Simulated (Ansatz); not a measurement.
# ClGaH5NO: the cost of one run

Method: RKS B3LYP-D4/def2-SVP, in Ansatz 0.2.0.

**1. The starting structure**

Bond lengths: Ga1–O2 2.140 Å, O2–H3 1.010 Å, Ga1–H4 1.570 Å, Ga1–Cl5 2.240 Å, Ga1–N6 2.230 Å, N6–H7 1.060 Å, N6–H8 1.060 Å. Angles: Ga1–O2–H3 109.5°, O2–Ga1–H4 120.0°, O2–Ga1–Cl5 120.0°, O2–Ga1–N6 71.6°, H4–Ga1–Cl5 120.0°, H4–Ga1–N6 96.8°, Cl5–Ga1–N6 101.3°, Ga1–N6–H7 120.0°, Ga1–N6–H8 120.0°, H7–N6–H8 120.0°.

Structure file:

```xyz
9

Ga    0.0000    0.0000    0.0000
O     0.0000    0.0000    2.1400
H    -0.9095   -0.2814    2.4771
H     1.3596    0.0000   -0.7850
Cl   -1.9398    0.0000   -1.1200
N     0.0999    2.1139    0.7032
H     0.4935    2.3354    1.6622
H    -0.2461    2.8972    0.0784
H     0.0612    1.2935    1.8045
```

**2. Pulling towards end A**

Springs on the bonds that form and break draw the guess towards this end; the thresholds are loose.

Contents of input.yaml:

```yaml
crystal:
  periodic: [false, false, false]
  atoms:
    - { symbol: Ga, position_ang: [0.0, 0.0, 0.0] }
    - { symbol: O, position_ang: [0.0, 0.0, 2.14] }
    - { symbol: H, position_ang: [-0.9095, -0.2814, 2.4771] }
    - { symbol: H, position_ang: [1.3596, 0.0, -0.785] }
    - { symbol: Cl, position_ang: [-1.9398, 0.0, -1.12] }
    - { symbol: "N", position_ang: [0.0999, 2.1139, 0.7032] }
    - { symbol: H, position_ang: [0.4935, 2.3354, 1.6622] }
    - { symbol: H, position_ang: [-0.2461, 2.8972, 0.0784] }
    - { symbol: H, position_ang: [0.0612, 1.2935, 1.8045] }
basis:
  gaussian: { orbitals: def2-SVP }
hamiltonian:
  xc: b3lyp
  dispersion: d4
relax:
  f_tol: 0.15
  max_steps: 25
  restrain:
    - { distance: [0, 5], at: 3.13, k: 30.0 }
    - { distance: [8, 1], at: 2.21, k: 30.0 }
    - { distance: [0, 1], at: 1.79, k: 30.0 }
    - { distance: [8, 5], at: 1.06, k: 30.0 }
```

Run with:

```sh
$ ansatz run input.yaml --threads 2 --pin off --max-ram 3072MiB --backend cpu --events-out ev --progress --plain --runs-dir out
```

Q: Estimate wall time and peak memory on 2 threads of Arm Neoverse V1, shared host.

About 35 s, with a peak of 0.24 GiB.
